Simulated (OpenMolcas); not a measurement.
**Mo⁵⁺ among point charges: CASSCF and CASPT2 levels and susceptibility**

Aim: the splitting of the states of Mo⁵⁺ in the field of 5 point charges, its lowest levels with spin-orbit coupling and its magnetic susceptibility.

Program: OpenMolcas 26.06. Level of theory: state-averaged CASSCF and CASPT2, spin-orbit coupling by RASSI with atomic mean-field integrals. These are calculated values, not measurements, unless marked.

**1. The atom as given**

```
Species                           : Mo⁵⁺ (molybdenum, Z = 42, 37 electrons)
Basis                             : ANO-RCC-VDZP [6s5p3d1f], 43 functions
Scalar Hamiltonian                : DKH2, point nucleus
Inactive shells                   : 1s 2s 2p 3s 3p 3d 4s 4p
Active space                      : 1 electron in 5 orbitals (4d)
Some configurations of this space : 4d
Orbitals                          : optimised for each spin and parity, averaged over all roots
```

Outer shells as boxes (Hund's rule):

4d
```
4d [↑ ][  ][  ][  ][  ]
```

The ion sits among 5 point charges of -2 e arranged as a square pyramid (C4v), 2.12 Å from the ion, with the axial distance 1.781 Å.

The work runs as a chain of OpenMolcas steps in one folder; each step below is one input file. Labels, J, g values, rates, χT and fits are worked out afterwards by a script from the matrices that RASSI stores.

**2. GATEWAY and SEWARD: basis and integrals**

a.inp reads:

```
&GATEWAY
Coord
1

Mo 0.0 0.0 0.0
Basis=ANO-RCC-VDZP
Group=NoSym
NoMove
AngMom=0.0 0.0 0.0
AMFI
XField
5 Angstrom 0
2.120000 0.000000 0.000000 -2.000000
0.000000 2.120000 0.000000 -2.000000
-2.120000 0.000000 0.000000 -2.000000
0.000000 -2.120000 0.000000 -2.000000
0.000000 0.000000 1.780800 -2.000000
&SEWARD
```

The run is started by

```
OMP_NUM_THREADS=1 MOLCAS_MEM=1689 MOLCAS_PROJECT=a pymolcas a.inp > a.log
```

**3. CASSCF: doublets, 5 roots**

a.inp reads:

```
&RASSCF
FileOrb=start.orb
Symmetry=1
Spin=2
nActEl=1 0 0
Inactive=18
Ras2=5
CIRoot=5 5 1
SDav=5
CIMx=300
Iter=120 100
PrWF=0.3
OrbListing=Nothing
MaxOrb=0
>>> COPY $Project.JobIph JOB001
```

start.orb holds the contracted functions of the basis, ordered by shell, or the orbitals of the step before.

**4. State interaction with spin-orbit coupling**

a.inp reads:

```
&RASSI
NrOfJobIphs=1 5
1 2 3 4 5
IphNames
JOB001
EJob
SpinOrbit
DIPRint=1.0
SOCoupling=1000.0
Subsets=2
Property=9
'ANGMOM' 1 'ANGMOM' 2 'ANGMOM' 3 'MLTPL  1' 1 'MLTPL  1' 2 'MLTPL  1' 3
'AMFI' 1 'AMFI' 2 'AMFI' 3
SOProperty=3
'ANGMOM' 1 'ANGMOM' 2 'ANGMOM' 3
```

**5. CASPT2: IPEA 0.25, imaginary shift 0.1 (closed shells correlated: 4s 4p)**

a.inp reads:

```
>>> COPY JOB001 $Project.JobIph
&CASPT2
Multistate=5 1 2 3 4 5
NoMult
Frozen=14
IPEA=0.25
Imaginary=0.1
MaxIter=60
WThr=0.0 0.3 0.05
PrWF=0.5
NoMix
```

(Steps that only read results are left out.)

Q: Predict the outcome of this session. Wanted: spin-free ground state; first state of the same spin within the active space; lowest level; next level.

As calculated:

```
                                            quantity                                                                        value
                                              method  SS-CASPT2, IPEA 0.25, imaginary shift 0.1 (closed shells correlated: 4s 4p)
                              spin-free ground state                                          doublet, 2-fold in its orbital part
first state of the same spin within the active space                                                         doublet at 3450 cm⁻¹
                                        lowest level                                                 2-fold, g = 0.16, 1.15, 1.15
                                          next level                                                                  1188.3 cm⁻¹
                                         χT at 300 K                                                               0.13 cm³ K/mol
                           effective moment at 300 K                                                                      1.03 μB
```

Cost by method:

| method | time of its own steps | time with the reference |
| --- | --- | --- |
| A. CASSCF | 1.9 s | 1.9 s |
| B. SS-CASPT2, IPEA 0.25, imaginary shift 0.1, +4s 4p | 0.72 s | 2.6 s |

Times are of one thread on a shared host.

What this shows: The spin-free ground state (doublet) comes to 100 % from free-ion D terms and keeps the highest spin of the shell. χT at 300 K is 0.13, against 0.38 cm³ K/mol for the spin alone, so orbital moment lowers it. The field of point charges can differ much from that of real complexes. This is an electrostatic model: the charges have no orbitals.
